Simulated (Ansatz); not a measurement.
**KLiCl2: how the settings move a single-point run**

Aim: see which settings change the result for KLiCl2, by how much, and at what cost. The cell is built on a prototype (ordering on rocksalt) and needn't be the phase found in nature.

Program: Ansatz 0.2.0. Level of theory: reference: DFT, HSE06, plane waves, PAW. These are calculated values, not measurements.

1 further run of the same task is left out (it didn't finish).

### Step 1. The starting structure

Symmetry: R-3m, No. 166, trigonal system. The conventional cell has a = 3.978 Å, b = 3.978 Å, c = 20.454 Å, α = 90.00°, β = 90.00°, γ = 120.00°. Around Li (site symmetry -3m) lie 6 Cl at 2.69 Å. Around K (site symmetry -3m) lie 6 Cl at 3.06 Å. Around Cl (site symmetry 3m) lie 3 Li at 2.69 Å and 3 K at 3.06 Å.

Structure file:

```cif
data_structure
_symmetry_space_group_name_H-M 'R-3m:H'
_symmetry_Int_Tables_number 166
_cell_length_a 3.9778
_cell_length_b 3.9778
_cell_length_c 20.4539
_cell_angle_alpha 90.000
_cell_angle_beta 90.000
_cell_angle_gamma 120.000
_cell_volume 280.28
loop_
_atom_site_label
_atom_site_type_symbol
_atom_site_symmetry_multiplicity
_atom_site_Wyckoff_symbol
_atom_site_fract_x
_atom_site_fract_y
_atom_site_fract_z
_atom_site_occupancy
Li1 Li 3 a 0.00000 0.00000 0.00000 1
K1 K 3 b 0.66667 0.33333 0.83333 1
Cl1 Cl 6 c 0.33333 0.66667 0.93192 1
```

### Step 2. The reference run

input.yaml

```yaml
crystal:
  lattice:
    - [1.9888981765, 1.1482908976, 6.8179679529]
    - [-1.9888981765, 1.1482908976, 6.8179679529]
    - [0.0, -2.2965817953, 6.8179679529]
  atoms:
    - { symbol: Li, position: [1.0, 0.0, 0.0] }
    - { symbol: K, position: [0.5, 0.5, 0.5] }
    - { symbol: Cl, position: [0.2652499092, 0.2652499092, 0.2652499092] }
    - { symbol: Cl, position: [0.7347500908, 0.7347500908, 0.7347500908] }
kpoints:
  mp_grid: { grid: [4, 4, 4] }
hamiltonian:
  xc: hse06
scf:
  occupations: { method: fixed }
  n_extra_bands: 5
output:
  forces: true
  stress: true
  eigenvalues: true
```

Command:

```sh
> ansatz run input.yaml --threads 4 --pin off --max-ram 3686MiB --backend cpu --events-out ev --progress --plain --runs-dir out
```

### Step 3. Changed: exchange pbe, correlation pbe, coeff 1.0

Edit input.yaml of step 2 so:

```diff
@@ -13,3 +13,3 @@
 hamiltonian:
-  xc: hse06
+  xc: { exchange: pbe, correlation: pbe, exx: { coeff: 1.0 } }
 scf:
```

### Step 4. Changed: exchange pbe, correlation pbe, coeff 0.15, omega 0.1

Edit input.yaml of step 2 so:

```diff
@@ -13,3 +13,3 @@
 hamiltonian:
-  xc: hse06
+  xc: { exchange: pbe, correlation: pbe, exx: { coeff: 0.15, omega: 0.1 } }
 scf:
```

### Step 5. Changing settings: occupations.method gaussian, occupations.width 0.05

Edit input.yaml of step 2 so:

```diff
@@ -15,3 +15,3 @@
 scf:
-  occupations: { method: fixed }
+  occupations: { method: gaussian, width: 0.05 }
   n_extra_bands: 5
```

Before running it: what results should come out? Wanted: for each run, ending; energy change; pressure; gap; force.

As calculated:

```tsv
run	ending	energy change	pressure (GPa)	gap (eV)	force (eV/Å)	cycles	time
reference	converged	0	0.3	6.64	0.02	11	15 s
1: exchange pbe, correlation pbe, coeff 1.0	converged	not comparable	-1.3	13.78	0.00	19	20 s
2: exchange pbe, correlation pbe, coeff 0.15, omega 0.1	converged	not comparable	0.5	6.32	0.02	11	14 s
3: occupations.method gaussian, occupations.width 0.05	converged	0.0 meV/atom (σ→0)	0.3	6.64	0.02	-	15 s
```

Residual by cycle in the longest SCF loop of each run; runs are numbered as in the table. The quantity is the density residual dr2, in eV.

```tsv
cycle	reference	run 1	run 2	run 3
1	0.00536	3.8e-5	0.00221	0.00532
2	0.00116	9.9e-6	4.3e-4	0.00117
3	2.4e-4	3.2e-7	7.3e-5	2.4e-4
4	1.6e-5	8.8e-8	7.4e-6	1.8e-5
5	9.4e-7	6.4e-9	3.9e-7	8.8e-7
6	-	1.2e-9	1.9e-7	-
```

What this shows: «occupations.method gaussian, occupations.width 0.05» leaves the energy as it was.
